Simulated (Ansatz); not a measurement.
**ScZn: response to strain**

ScZn is deformed so: equal xy, yz and zx engineering shear strains of -2 %. What stress and forces result, by LAPW, PAW and all-electron datasets made for the crystal?

Program: Ansatz 0.2.0. Level of theory: DFT PBEsol, scalar-relativistic. These are calculated values, not measurements.

## (1) The structure to begin with

The structure is cubic, space group Pm-3m (No. 221). Conventional cell: a = 3.350 Å, b = 3.350 Å, c = 3.350 Å, α = 90.00°, β = 90.00°, γ = 90.00°. Around Sc (site symmetry m-3m) lie 8 Zn at 2.90 Å. Zn (site symmetry m-3m) has 8 Sc at 2.90 Å as nearest neighbours.

Structure file:

```xyz
2
Lattice="3.3500 0.0000 0.0000 0.0000 3.3500 0.0000 0.0000 0.0000 3.3500" Properties=species:S:1:pos:R:3 pbc="T T T"
Sc    0.0000    0.0000    0.0000
Zn    1.6750    1.6750    1.6750
```

Atoms are numbered in the order of the input: Sc1, Zn2.

## (2) The deformed structure

Space group Pm-3m before, R-3m after.

## (3) LAPW, all electrons

File input.yaml:

```yaml
crystal:
  lattice:
    - [3.35, -0.0335, -0.0335]
    - [-0.0335, 3.35, -0.0335]
    - [-0.0335, -0.0335, 3.35]
  atoms:
    - { symbol: Sc, position: [0.0, 0.0, 0.0] }
    - { symbol: Zn, position: [0.5, 0.5, 0.5] }
kpoints:
  mp_grid: { grid: [10, 10, 10] }
  band_path:
    path:
      - [0.0, 0.0, 0.0]
      - [0.5, 0.0, 0.0]
      - [0.5, -0.5, 0.5]
      - [0.4804921086, -0.5195078914, 0.4804921086]
      - [0.4804921086, 0.4804921086, 0.4804921086]
      - [0.0, 0.0, 0.0]
      - [0.5, -0.5, 0.0]
    npoints: 5
scf:
  occupations: { method: fermi_dirac, width: 0.03 }
hamiltonian:
  xc: pbesol
  pseudopotentials: { kind: all_electron, lapw: { basis_error: 0.0005 } }
output:
  forces: true
  stress: true
  eigenvalues: true
```

Run with:

```sh
> ansatz run input.yaml --threads 1 --pin off --max-ram 3072MiB --backend cpu --events-out ev --progress --plain --runs-dir out
```

## (4) PAW with frozen cores

File input.yaml:

```yaml
crystal:
  lattice:
    - [3.35, -0.0335, -0.0335]
    - [-0.0335, 3.35, -0.0335]
    - [-0.0335, -0.0335, 3.35]
  atoms:
    - { symbol: Sc, position: [0.0, 0.0, 0.0] }
    - { symbol: Zn, position: [0.5, 0.5, 0.5] }
kpoints:
  mp_grid: { grid: [10, 10, 10] }
scf:
  occupations: { method: fermi_dirac, width: 0.03 }
hamiltonian:
  xc: pbesol
  pseudopotentials: { kind: paw }
output:
  forces: true
  stress: true
  eigenvalues: true
  efg: { contact_densities: true }
```

## (5) Datasets made for this crystal

input.yaml, as its differences from that of step 4:

```diff
@@ -14,3 +14,3 @@
   xc: pbesol
-  pseudopotentials: { kind: paw }
+  pseudopotentials: { kind: all_electron, datasets: crystal }
 output:
```

(Steps that only read results are left out.)

Before running it: what results should come out? Wanted: pressure; largest shear or deviatoric stress.

The runs gave:

| quantity | value |
| --- | --- |
| pressure | LAPW -3.22, PAW -3.22, crystal datasets -3.22 GPa |
| largest shear or deviatoric stress (LAPW) | 1.41 GPa |

What this shows: The largest part of the stress beyond the pressure is 1.41 GPa in size; the atoms are carried along and not relaxed. No run of the undeformed cell stands beside it, so the pressure holds what the given cell had before the change. PAW: stress within 0.01 GPa of LAPW. Crystal datasets: stress within 0.01 GPa of LAPW.
